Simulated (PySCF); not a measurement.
# C3H8AsB: electronic excitations and core binding energies

Aim: predict the electronic excitations and core binding energies of C3H8AsB (`C/C=C/B[AsH2]`).

Computed with PySCF 2.14.0, with density-fitted response routines of our own, on a single molecule in the gas phase. Atoms are numbered from 0 throughout.

### 1 Starting geometry

13 atoms, charge 0, multiplicity 1; geometry from: GFN2-xTB.

Bonds of the start (Å): C0–C1 1.49, C1–C2 1.34, C2–B3 1.54, B3–As4 2.00, C0–H5 1.09, C0–H6 1.09, C0–H7 1.09, C1–H8 1.08, C2–H9 1.09, B3–H10 1.18, As4–H11 1.50, As4–H12 1.50.

### 2 Excited states and response: CAM-B3LYP/def2-SVPD

What the job is given:

```
{"job": {"kind": "uv", "xc": "CAM-B3LYP", "basis": "def2-SVPD", "nstates": 8, "ntriplets": 3}, "charge": 0, "multiplicity": 1}
C     -2.390918     0.202543    -0.016466
C     -1.064815    -0.451669     0.151242
C      0.094982     0.002358    -0.339370
B      1.458502    -0.652643    -0.074519
As     3.154023     0.309225    -0.518997
H     -3.090625    -0.490603    -0.484575
H     -2.803418     0.469468     0.957298
H     -2.317300     1.099577    -0.627449
H     -1.072400    -1.361172     0.740713
H      0.045784     0.929625    -0.910620
H      1.490624    -1.752682     0.339820
H      3.807917     0.042218     0.805460
H      2.683255     1.654241    -0.040265
```

Method: TDDFT CAM-B3LYP/def2-SVPD, vertical, gas phase, core orbitals frozen in the response.

Started as:

```
$ OMP_NUM_THREADS=1 python probes_run.py task.json out
```

One launch serves the whole session: the jobs run in the order shown.

Standard output:

```text
coarse grid: 47832 points
cycle   1  E = -2379.4509786844  dE = -3.371e-01  |g| = 3.342e-01  |ddm| = 5.835e+00
cycle   2  E = -2379.4634893523  dE = -1.251e-02  |g| = 2.729e-01  |ddm| = 9.053e-01
cycle   3  E = -2379.4787876114  dE = -1.530e-02  |g| = 5.303e-02  |ddm| = 4.248e-01
cycle   4  E = -2379.4794545864  dE = -6.670e-04  |g| = 2.565e-02  |ddm| = 1.145e-01
cycle   5  E = -2379.4796269684  dE = -1.724e-04  |g| = 4.176e-03  |ddm| = 4.938e-02
cycle   6  E = -2379.4796333456  dE = -6.377e-06  |g| = 1.023e-03  |ddm| = 1.129e-02
final grid: 100888 points
cycle   7  E = -2379.4796193672  dE = -3.276e-07  |g| = 8.923e-04  |ddm| = 7.484e-03
cycle   8  E = -2379.4796193748  dE = -7.545e-09  |g| = 9.975e-04  |ddm| = 3.328e-03
cycle   9  E = -2379.4796195915  dE = -2.167e-07  |g| = 9.131e-05  |ddm| = 1.645e-03
cycle  10  E = -2379.4796195948  dE = -3.299e-09  |g| = 5.186e-05  |ddm| = 2.497e-04
cycle  11  E = -2379.4796195959  dE = -1.158e-09  |g| = 1.272e-05  |ddm| = 1.751e-04
cycle  12  E = -2379.4796195960  dE = -7.185e-11  |g| = 1.410e-06  |ddm| = 4.269e-05
converged SCF energy = -2379.4796195960

Static polarisability (au): isotropic 90.244, principal 64.940 74.708 131.083

Singlet excitations
state   eV       nm        f      main configurations
  1   4.3591    284.4   0.13684   H->L 0.87
  2   5.6199    220.6   0.16283   H-3->L 0.46, H-1->L 0.43
  3   5.7766    214.6   0.25562   H-2->L 0.41, H-1->L 0.30, H-3->L 0.18
  4   6.2703    197.7   0.03334   H-2->L 0.46, H-3->L 0.25, H-1->L 0.20
  5   6.4615    191.9   0.03137   H->L+3 0.44, H->L+2 0.23, H->L+1 0.15
  6   6.4911    191.0   0.07624   H->L+1 0.61, H->L+2 0.31
  7   7.1747    172.8   0.00466   H-4->L 0.77, H-5->L 0.10
  8   7.3794    168.0   0.07379   H->L+2 0.25, H-1->L+1 0.16, H->L+1 0.14

Triplet excitations (Tamm-Dancoff, eV): 3.3849 4.0303 5.2397
```

Wall time 50 s (1 thread, shared host).

The orbitals next to the gap, with their largest atomic shares:

| orbital | eV | atoms |
| --- | --- | --- |
| HOMO−3 | -10.50 | B3 22 %, C2 21 %, As4 16 % |
| HOMO−2 | -10.27 | As4 38 %, B3 25 %, H12 14 % |
| HOMO−1 | -9.49 | C2 33 %, C1 25 %, B3 14 % |
| HOMO | -8.24 | As4 54 %, B3 15 %, C2 8 % |
| LUMO | -0.76 | B3 34 %, C1 21 %, C2 15 % |
| LUMO+1 | 1.11 | B3 42 %, As4 17 %, C0 8 % |
| LUMO+2 | 1.57 | As4 28 %, H12 13 %, B3 11 % |

With each of the 8 states as a Gaussian band of 0.4 eV half-width at 1/e, the curve within the window shown has maxima at 284 nm (ε 5,500), 216 nm (ε 17,000), 168 nm (ε 3,200) L/(mol cm). Beyond the last state computed it falls off for lack of states. The curve at chosen wavelengths:

```tsv
nm	ε (L/mol/cm)
161	1741
168	3170
174	2462
181	2773
188	5131
195	6809
201	8810
208	13419
215	16621
221	15182
228	10077
235	5074
242	2152
248	1230
255	1420
262	2464
269	3851
275	4887
282	5509
289	5346
295	4696
302	3634
309	2548
316	1642
322	1063
329	603
```

Further results of this job:

| property | computed |
| --- | --- |
| dipole moment (D) | 2.37 |
| polarisability (Å³) | 13.37 |
| HOMO–LUMO gap (eV) | 7.48 |
| −ε(HOMO) (eV) | 8.24 |

### 3 X-ray photoelectron lines: SCAN, X2C

The job, as its differences from that of step 2:

```diff
@@ -1,2 +1,2 @@
-{"job": {"kind": "uv", "xc": "CAM-B3LYP", "basis": "def2-SVPD", "nstates": 8, "ntriplets": 3}, "charge": 0, "multiplicity": 1}
+{"job": {"kind": "xps"}, "charge": 0, "multiplicity": 1}
 C     -2.390918     0.202543    -0.016466
```

Level: delta-SCF UKS SCAN, pcX-2 on the ionised atom, pcseg-1 elsewhere, spin-free X2C.

Standard output:

```text
ground state, core basis on atom 0 (C), 154 functions
  cycle   1  E = -2399.27269624  |g| = 4.39e-01
  cycle   2  E = -2399.23659361  |g| = 5.55e-01
  cycle   3  E = -2399.32546405  |g| = 1.03e-01
  cycle   4  E = -2399.32800390  |g| = 5.20e-02
  cycle   5  E = -2399.32875156  |g| = 1.47e-02
  cycle   6  E = -2399.32882392  |g| = 3.96e-03
  cycle   7  E = -2399.32882525  |g| = 1.32e-03
  cycle   8  E = -2399.32882842  |g| = 2.82e-04
  E(ground) = -2399.23653596 Eh
hole in C 1s of atom 0
  cycle   1  E = -2388.07687036  |g| = 1.50e+00
  cycle   2  E = -2385.95588419  |g| = 2.27e+00
  cycle   3  E = -2388.35797385  |g| = 6.02e-01
  cycle   4  E = -2388.46267688  |g| = 5.56e-01
  cycle   5  E = -2388.63204668  |g| = 1.11e-01
  cycle   6  E = -2388.63700388  |g| = 5.80e-02
  cycle   7  E = -2388.63884142  |g| = 2.20e-02
  cycle   8  E = -2388.63918663  |g| = 8.36e-03
  cycle   9  E = -2388.63924607  |g| = 2.66e-03
  cycle  10  E = -2388.63925175  |g| = 1.45e-03
  cycle  11  E = -2388.63925744  |g| = 9.17e-04
  cycle  12  E = -2388.63926077  |g| = 7.20e-04
  cycle  13  E = -2388.63926428  |g| = 5.50e-04
  cycle  14  E = -2388.63926582  |g| = 3.18e-04
  E(ion) = -2388.54568426 Eh   <S^2> = 0.7685   hole on atom = 1.000   binding energy = 290.913 eV
ground state, core basis on atom 1 (C), 154 functions
  cycle   1  E = -2399.33087697  |g| = 5.94e-02
  cycle   2  E = -2399.33071669  |g| = 3.31e-02
  cycle   3  E = -2399.33067133  |g| = 3.47e-02
  cycle   4  E = -2399.33096495  |g| = 1.03e-02
  cycle   5  E = -2399.33099699  |g| = 3.74e-04
  cycle   6  E = -2399.33099591  |g| = 1.70e-04
  E(ground) = -2399.23885486 Eh
hole in C 1s of atom 1
  cycle   1  E = -2388.05697911  |g| = 1.51e+00
  cycle   2  E = -2386.16160212  |g| = 2.22e+00
  cycle   3  E = -2388.41155489  |g| = 5.86e-01
  cycle   4  E = -2388.39679140  |g| = 5.50e-01
  cycle   5  E = -2388.62369900  |g| = 1.79e-01
  cycle   6  E = -2388.64926250  |g| = 7.68e-02
  cycle   7  E = -2388.65370189  |g| = 1.82e-02
  cycle   8  E = -2388.65398767  |g| = 5.73e-03
  cycle   9  E = -2388.65406112  |g| = 4.06e-03
  cycle  10  E = -2388.65410482  |g| = 2.52e-03
  cycle  11  E = -2388.65412863  |g| = 1.29e-03
  cycle  12  E = -2388.65413133  |g| = 6.54e-04
  cycle  13  E = -2388.65413210  |g| = 4.93e-04
  E(ion) = -2388.56135470 Eh   <S^2> = 0.8454   hole on atom = 1.000   binding energy = 290.550 eV
ground state, core basis on atom 2 (C), 154 functions
  cycle   1  E = -2399.32984864  |g| = 6.24e-02
  cycle   2  E = -2399.32909923  |g| = 6.02e-02
  cycle   3  E = -2399.32961566  |g| = 4.04e-02
  cycle   4  E = -2399.33006296  |g| = 8.60e-03
  cycle   5  E = -2399.33008537  |g| = 6.98e-04
  cycle   6  E = -2399.33008629  |g| = 2.58e-04
  E(ground) = -2399.23814665 Eh
hole in C 1s of atom 2
  cycle   1  E = -2388.10055521  |g| = 1.51e+00
  cycle   2  E = -2386.45411854  |g| = 2.09e+00
  cycle   3  E = -2388.41165667  |g| = 6.25e-01
  cycle   4  E = -2388.59690940  |g| = 3.86e-01
  cycle   5  E = -2388.67148708  |g| = 1.57e-01
  cycle   6  E = -2388.68414253  |g| = 2.47e-02
  cycle   7  E = -2388.68450657  |g| = 9.60e-03
  cycle   8  E = -2388.68458081  |g| = 3.37e-03
  cycle   9  E = -2388.68459606  |g| = 1.73e-03
  cycle  10  E = -2388.68460095  |g| = 9.79e-04
  cycle  11  E = -2388.68460394  |g| = 6.02e-04
  cycle  12  E = -2388.68460259  |g| = 2.56e-04
  E(ion) = -2388.59171095 Eh   <S^2> = 0.7837   hole on atom = 1.000   binding energy = 289.704 eV
ground state, core basis on atom 3 (B), 154 functions
  cycle   1  E = -2399.32062745  |g| = 5.15e-02
  cycle   2  E = -2399.31969426  |g| = 6.11e-02
  cycle   3  E = -2399.32062125  |g| = 3.00e-02
  cycle   4  E = -2399.32088241  |g| = 7.10e-03
  cycle   5  E = -2399.32089729  |g| = 8.43e-04
  cycle   6  E = -2399.32090009  |g| = 2.27e-04
  E(ground) = -2399.23030501 Eh
hole in B 1s of atom 3
  cycle   1  E = -2391.71286817  |g| = 1.17e+00
  cycle   2  E = -2390.17092877  |g| = 1.93e+00
  cycle   3  E = -2392.01923187  |g| = 4.36e-01
  cycle   4  E = -2392.08126278  |g| = 3.35e-01
  cycle   5  E = -2392.12572939  |g| = 1.84e-01
  cycle   6  E = -2392.15389808  |g| = 4.41e-02
  cycle   7  E = -2392.15561582  |g| = 1.63e-02
  cycle   8  E = -2392.15591704  |g| = 1.01e-02
  cycle   9  E = -2392.15605357  |g| = 7.46e-03
  cycle  10  E = -2392.15614064  |g| = 5.39e-03
  cycle  11  E = -2392.15620848  |g| = 2.93e-03
  cycle  12  E = -2392.15622056  |g| = 1.56e-03
  cycle  13  E = -2392.15622384  |g| = 6.47e-04
  cycle  14  E = -2392.15622278  |g| = 2.40e-04
  E(ion) = -2392.06536848 Eh   <S^2> = 0.8883   hole on atom = 1.000   binding energy = 194.968 eV
```

It took 83 s on 1 thread, shared host.

Binding energies by hole, beside the orbital energy of the ground state; the difference holds orbital relaxation and, for a density functional, its self-interaction error:

| hole | stands for | environment | ΔSCF (eV) | −ε (eV) | ⟨S²⟩ |
| --- | --- | --- | --- | --- | --- |
| C1s on C0 | C0 | allylic methyl carbon | 290.91 | 273.8 | 0.769 |
| C1s on C1 | C1 | alkene CH | 290.55 | 274.4 | 0.845 |
| C1s on C2 | C2 | alkene CH | 289.70 | 273.2 | 0.784 |
| B1s on B3 | B3 | boron bonded to C, As, H | 194.97 (doubtful) | 180.1 | 0.888 |

Doubtful: the ion did not converge, its hole moved, or its ⟨S²⟩ is well above 0.75.

### 4 What came out

```
                                quantity                               value
    lowest singlet (CAM-B3LYP/def2-SVPD)         4.36 eV (284 nm), f = 0.137
brightest single state of those computed         state 3, 5.78 eV, f = 0.256
                          lowest triplet                             3.38 eV
        C1s binding energies, SCAN/pcX-2  C0 290.91, C1 290.55, C2 289.70 eV
```

The lowest singlet, at 4.36 eV, is HOMO→LUMO 0.87 and is bright; of the 8 states computed, the strongest absorption comes from state 3 at 5.78 eV. The lowest triplet lies 0.97 eV below the lowest singlet (triplets in Tamm-Dancoff, singlets in full TDDFT). C0 (allylic methyl carbon) binds its C1s electron 1.21 eV more tightly than C2 (alkene CH).
